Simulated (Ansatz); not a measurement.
**SrLaMnO3 under changes of volume**

One of the cells (15.774 Å³/atom); the others are scaled copies at fixed shape and fractional positions:

```
La Sr Mn O
1.0
     6.89623   -1.98011    0.00000
     6.89623    1.98011    0.00000
    -0.91927    0.00000    3.46554
La Sr Mn O
1 1 1 3
Direct
  0.64772 0.64772 0.62631
  0.35426 0.35426 0.33824
  0.99583 0.99583 0.97857
  0.50802 0.50802 0.98351
  0.82472 0.82472 0.81886
  0.16946 0.16946 0.16951
```

The cell comes from a database or a generator and needn't be the stable form of this composition.

| Property | Result |
| --- | --- |
| Program | Ansatz 0.2.0 |
| Functional | PBE |
| Potentials or basis | Ansatz PAW |
| Cutoff | 420 eV (not typed: the program's choice for these potentials) |
| k mesh | 7 × 7 × 8 |
| Occupations | fermi-dirac, width 0.05 eV |
| Spin | collinear spin, ferromagnetic start |
| Starting moments | [0.0, 0.0, 4.0, 0.0, 0.0, 0.0] μB |

```csv
volume (Å³/atom),energy over the lowest point (meV/atom),pressure (GPa),moment (μB per cell),largest force (eV/Å)
14.828,7.11,4.4,4.02,0.403
15.143,1.12,1.7,4.03,0.310
15.459,0.00,-0.6,4.05,0.222
15.774,3.13,-2.6,4.07,0.143
16.090,10.15,-4.5,4.08,0.083
16.405,20.71,-6.2,4.09,0.099
16.721,?,?,?,?
```

Task: What does the run at 16.721 Å³/atom give?

Result: Energy over the lowest point 34.49 meV/atom; pressure -7.8 GPa; moment 4.09 μB per cell; largest force 0.115 eV/Å.

Worked out: A Birch-Murnaghan fit of order 3 (a polynomial in V^(-2/3)) to the other rows has its minimum at 15.38 Å³/atom with B0 = V·E''(V) = 110 GPa and B' = 4.1 at fixed shape and positions, which overstates the stiffness. It gives 34.43 meV/atom at 16.721 Å³/atom, against the run's 34.49, and -dE/dV = -7.7 GPa, against -7.8. A straight line through the other rows of the moment, of slope 0.0471 μB per Å³/atom, extrapolates to 4.11 μB, against the run's 4.09.

Energies are extrapolated to zero smearing.

Caveats: a cell with one magnetic atom can't hold antiferromagnetic order, which such compounds often take.
